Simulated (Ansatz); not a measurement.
# FH6NSi2: the cost of one run

Program: Ansatz 0.2.0. Level of theory: UKS r2SCANh-D4/STO-3G. These are calculated values, not measurements.

## (1) The structure to begin with

Bond lengths: Si1–F2 2.001 Å, Si1–N3 1.659 Å, Si1–H5 1.470 Å, Si1–Si6 2.302 Å, N3–H7 1.002 Å, Si6–H8 1.472 Å, Si6–H9 1.468 Å, Si6–H10 1.465 Å. Angles: F2–Si1–N3 76.0°, F2–Si1–H5 96.3°, F2–Si1–Si6 106.8°, N3–Si1–H5 120.1°, N3–Si1–Si6 124.6°, H5–Si1–Si6 114.6°, Si1–N3–H7 135.2°, Si1–Si6–H8 109.9°, Si1–Si6–H9 112.7°, Si1–Si6–H10 113.3°, H8–Si6–H9 107.0°, H8–Si6–H10 107.0°, H9–Si6–H10 106.7°.

Structure file:

```xyz
10

Si    0.1867    0.7278    0.0165
F     1.5022    0.2577   -1.4157
N    -0.5824    1.1537   -1.3907
H     0.5454    0.7354   -1.9772
H     1.0450    1.6979    0.7112
Si   -0.2278   -1.2042    1.1983
H    -1.4526    1.5944   -1.6194
H    -1.3373   -0.9863    2.1403
H     0.9274   -1.6421    1.9909
H    -0.6066   -2.3343    0.3458
```

## (2) Run 1

150 steps of 0.5 fs at constant energy, with velocities drawn for 300 K.

The input, input.yaml:

```yaml
crystal:
  periodic: [false, false, false]
  atoms:
    - { symbol: Si, position_ang: [0.1867, 0.7278, 0.0165] }
    - { symbol: F, position_ang: [1.5022, 0.2577, -1.4157] }
    - { symbol: "N", position_ang: [-0.5824, 1.1537, -1.3907] }
    - { symbol: H, position_ang: [0.5454, 0.7354, -1.9772] }
    - { symbol: H, position_ang: [1.045, 1.6979, 0.7112] }
    - { symbol: Si, position_ang: [-0.2278, -1.2042, 1.1983] }
    - { symbol: H, position_ang: [-1.4526, 1.5944, -1.6194] }
    - { symbol: H, position_ang: [-1.3373, -0.9863, 2.1403] }
    - { symbol: H, position_ang: [0.9274, -1.6421, 1.9909] }
    - { symbol: H, position_ang: [-0.6066, -2.3343, 0.3458] }
magnetization:
  spin_polarized: true
basis:
  gaussian: { orbitals: STO-3G }
hamiltonian:
  xc: r2scanh
  dispersion: d4
md:
  timestep: 0.5
  n_steps: 150
  ensemble: nve
  temperature: 300.0
  initial_velocities: maxwell_boltzmann
  seed: 672733
```

Run with:

```sh
> ansatz run input.yaml --threads 1 --pin off --max-ram 2048MiB --backend cpu --events-out ev --progress --plain --runs-dir out
```

**Question.** How long does this run take on 1 thread of Arm Neoverse V2, shared host, and how much memory does it need?

About 11 min, with a peak of 0.18 GiB.
